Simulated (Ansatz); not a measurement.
**Ba2Cd: stress in a strained cell**

Ba2Cd is deformed so: zz strain of +1 %. What stress and forces result, by LAPW, PAW and all-electron datasets made for the crystal?

Program: Ansatz 0.2.0. Level of theory: DFT PBEsol, scalar-relativistic. These are calculated values, not measurements.

### 1 The system as given

The structure is tetragonal, space group I4/mmm (No. 139). Conventional cell: a = 4.272 Å, b = 4.272 Å, c = 15.200 Å, α = 90.00°, β = 90.00°, γ = 90.00°. Ba (site symmetry 4mm) has 4 Cd at 3.61 Å and 1 Ba at 3.95 Å in its first shell of neighbours. Cd (site symmetry 4/mmm) has 8 Ba at 3.61 Å in its first shell of neighbours.

Structure file:

```cif
data_structure
_symmetry_space_group_name_H-M 'P 1'
_symmetry_Int_Tables_number 1
_cell_length_a 8.1783
_cell_length_b 8.1783
_cell_length_c 8.1783
_cell_angle_alpha 149.720
_cell_angle_beta 149.720
_cell_angle_gamma 43.353
_cell_volume 138.70
loop_
_atom_site_label
_atom_site_type_symbol
_atom_site_fract_x
_atom_site_fract_y
_atom_site_fract_z
_atom_site_occupancy
Ba1 Ba 0.37000 0.37000 0.00000 1
Ba2 Ba 0.63000 0.63000 0.00000 1
Cd1 Cd 0.00000 0.00000 0.00000 1
```

Atoms are numbered in the order of the input: Ba1, Ba2, Cd3.

### 2 After the deformation

Space group I4/mmm before, I4/mmm after.

### 3 Full-potential LAPW

The input, input.yaml:

```yaml
crystal:
  lattice:
    - [-2.136, 2.136, 7.676]
    - [2.136, -2.136, 7.676]
    - [2.136, 2.136, -7.676]
  atoms:
    - { symbol: Ba, position: [0.37, 0.37, 0.0] }
    - { symbol: Ba, position: [0.63, 0.63, 0.0] }
    - { symbol: Cd, position: [0.0, 0.0, 0.0] }
kpoints:
  mp_grid: { grid: [14, 14, 14] }
  band_path:
    path:
      - [0.0, 0.0, 0.0]
      - [0.0, 0.0, 0.5]
      - [0.25, 0.25, 0.25]
      - [0.0, 0.5, 0.0]
      - [0.0, 0.0, 0.0]
      - [0.5, 0.5, -0.5]
      - [0.2693585388, 0.7306414612, -0.2693585388]
      - [-0.2693585388, 0.2693585388, 0.2693585388]
      - [0.0, 0.0, 0.0]
    npoints: 5
scf:
  occupations: { method: fermi_dirac, width: 0.05 }
hamiltonian:
  xc: pbesol
  pseudopotentials: { kind: all_electron, lapw: { basis_error: 0.0005 } }
output:
  forces: true
  stress: true
  eigenvalues: true
```

On the command line:

```bash
$ ansatz run input.yaml --threads 1 --pin off --max-ram 4096MiB --backend cpu --events-out ev --progress --plain --runs-dir out
```

### 4 PAW on the default files

The input, input.yaml:

```yaml
crystal:
  lattice:
    - [-2.136, 2.136, 7.676]
    - [2.136, -2.136, 7.676]
    - [2.136, 2.136, -7.676]
  atoms:
    - { symbol: Ba, position: [0.37, 0.37, 0.0] }
    - { symbol: Ba, position: [0.63, 0.63, 0.0] }
    - { symbol: Cd, position: [0.0, 0.0, 0.0] }
kpoints:
  mp_grid: { grid: [14, 14, 14] }
scf:
  occupations: { method: fermi_dirac, width: 0.05 }
hamiltonian:
  xc: pbesol
  pseudopotentials: { kind: paw }
output:
  forces: true
  stress: true
  eigenvalues: true
  efg: { contact_densities: true }
```

### 5 All-electron PAW on datasets made for the crystal

Edit input.yaml of step 4 so:

```diff
@@ -15,3 +15,3 @@
   xc: pbesol
-  pseudopotentials: { kind: paw }
+  pseudopotentials: { kind: all_electron, datasets: crystal }
 output:
```

(Steps that only read results are left out.)

Q: Predict the outcome of this session. Wanted: pressure; largest shear or deviatoric stress.

**Answer**, as computed:

```
                                 quantity                                              value
                                 pressure  LAPW -0.94, PAW -0.94, crystal datasets -0.94 GPa
largest shear or deviatoric stress (LAPW)                                           0.03 GPa
```

**Reading.** The largest part of the stress beyond the pressure is 0.03 GPa in size, in the zz component; the atoms are carried along and not relaxed. No run of the undeformed cell stands beside it, so pressure and stress hold what the given cell had before the change, as far as its symmetry allows. PAW: stress within 0.01 GPa of LAPW, forces within 1 meV/Å. Crystal datasets: stress within 0.01 GPa of LAPW, forces within 1 meV/Å. Spin-orbit coupling is left out, though the cell holds Ba; in elements this heavy it can shift bands and gaps by tenths of an eV.
